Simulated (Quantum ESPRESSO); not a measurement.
## SiSe in Quantum ESPRESSO: the effect of functional

Crystal: SiSe.

```
Si Se
1.0
     3.59520    0.00000    0.00000
    -1.79760    3.11353    0.00000
     0.00000    0.00000    3.59873
Si Se
1 1
Direct
  0.66667 0.33333 0.50000
  0.00000 0.00000 0.00000
```

The cell was built by a generator and needn't be a form met in nature.

Alike in all runs:

| Property | Result |
| --- | --- |
| Program | Quantum ESPRESSO 7.5 |
| Task | phonons |
| Cutoff | 1170 eV |
| Density cutoff | 4680 eV |
| k mesh | 6 × 6 × 4, shifted |
| Occupations | fermi-dirac, width 0.05 eV |
| Spin | no spin polarisation |

Each run relaxes the cell or the atoms first.

```csv
functional,potentials or basis,relaxed volume (Å³/atom),highest phonon frequency (cm⁻¹)
LDA,PseudoDojo 0.4.1 SR LDA standard,18.53,103
PBEsol,PseudoDojo 0.4.1 SR PBEsol standard,18.81,102
AM05,PseudoDojo 0.4.1 SR PBE standard,?,?
RPBE,PseudoDojo 0.4.1 SR PBE standard,21.87,4
```

Problem. What does the run with functional AM05 give?

Solution. Relaxed volume 18.62 Å³/atom; highest phonon frequency 96 cm⁻¹.

Caveats: all runs use coarse meshes; the mesh is thin for the phonons of a metal; some modes are imaginary; the potentials were made for another functional, which shifts forces and pressure (some runs).

Runs at the PBE level aren't shown here.
